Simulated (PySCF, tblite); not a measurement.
# C₆H₁₂OSSi: geometry, infrared bands and NMR shifts

Wanted: the infrared bands and NMR shifts of C₆H₁₂OSSi (`CO[C@@H]1[C@@H]([SiH3])[C@@H]1C(C)=S`), by calculation.

The runs use tblite 0.8.0 and PySCF 2.14.0, with density-fitted response routines of our own; the level of theory stands in each step. All values are computed, except where a source is named. Atoms are numbered from 0 throughout.

### 1 Starting geometry

21 atoms, charge 0, multiplicity 1; geometry from: force field or distance geometry start.

Bonds of the start (Å): C0–O1 1.41, O1–C2 1.40, C2–C3 1.49, C3–Si4 1.82, C3–C5 1.54, C5–C6 1.48, C6–C7 1.48, C6–S8 1.45, C5–C2 1.47, C0–H9 1.13, C0–H10 1.13, C0–H11 1.10, C2–H12 1.13, C3–H13 1.11, Si4–H14 1.50, Si4–H15 1.48, Si4–H16 1.46, C5–H17 1.11, C7–H18 1.11, C7–H19 1.10, C7–H20 1.12.

### 2 Optimising the geometry with GFN2-xTB

What the job is given:

```
{"job": {"kind": "relax", "xc": "GFN2-xTB", "basis": "xTB"}, "charge": 0, "multiplicity": 1}
C     -2.262000    -1.648700     0.160800
O     -1.072600    -1.221500    -0.456100
C     -0.767500    -0.010000     0.176900
C     -0.131100     0.985900    -0.731900
Si    -0.337500     2.793200    -0.624400
C      0.604800     0.399200     0.488100
C      1.808300    -0.353600     0.055600
C      2.095700    -1.758800     0.435000
S      2.751200     0.360800    -0.783300
H     -3.067800    -0.882600    -0.017800
H     -2.077700    -1.609300     1.270100
H     -2.555100    -2.658100    -0.147500
H     -1.523200     0.309400     0.951500
H      0.174500     0.579800    -1.723600
H      0.120000     3.357200    -1.935400
H      0.578800     3.398500     0.375100
H     -1.690400     3.279100    -0.393700
H      0.721300     1.048800     1.382200
H      1.759200    -2.475500    -0.349800
H      1.652900    -2.005700     1.412700
H      3.209100    -1.871200     0.454900
```

The run is started by

```
OMP_NUM_THREADS=1 python probes_run.py task.json out
```

One launch serves the whole session: the jobs run in the order shown.

**Question.** This job is followed by: GFN2-xTB harmonic vibrations, gas phase; GIAO PBE0/pcSseg-1 NMR shielding, non-relativistic, gas phase. What will the session give for the following? strongest single infrared mode (GFN2-xTB); zero-point energy (GFN2-xTB); ¹³C shifts against TMS (PBE0/pcSseg-1); ¹H shifts against TMS (PBE0/pcSseg-1, means over atoms taken as alike); ¹⁷O shifts against H2O (PBE0/pcSseg-1); ²⁹Si shifts against TMS (PBE0/pcSseg-1); ³³S shifts against CS2 (PBE0/pcSseg-1).

As calculated:

```
                                                              quantity                                    value
                             strongest single infrared mode (GFN2-xTB)                     777 cm⁻¹, 323 km/mol
                                          zero-point energy (GFN2-xTB)                            99.8 kcal/mol
                                ¹³C shifts against TMS (PBE0/pcSseg-1)  258.3, 74.9, 60.3, 45.6, 44.9, 18.3 ppm
¹H shifts against TMS (PBE0/pcSseg-1, means over atoms taken as alike)   3.86, 3.48, 3.42, 3.16, 2.78, 1.90 ppm
                                ¹⁷O shifts against H2O (PBE0/pcSseg-1)                                 32.4 ppm
                               ²⁹Si shifts against TMS (PBE0/pcSseg-1)                                -67.3 ppm
                                ³³S shifts against CS2 (PBE0/pcSseg-1)                                  891 ppm
```

The optimisation took 245 steps and gained 1.979 eV; among the close pairs (by a distance rule), C6–S8 changed most, from 1.450 to 1.628 Å. No mode is imaginary among the 57: a minimum at this level. The strongest single mode, at 777 cm⁻¹, is spread over several atoms, H15, H14, H16, C3 among them. GFN2-xTB is a fitted tight-binding method: band positions and strengths are rough. Its intensities can rank the bands wrongly. C6 (thiocarbonyl carbon) lies farthest downfield among carbon, at 258.3 ppm; low-lying n→π* states of the double bond to the heteroatom give a large paramagnetic term (-330 ppm). At PBE0/pcSseg-1: The largest span, 2186 ppm, is at S8, where the paramagnetic term is -1446 ppm.
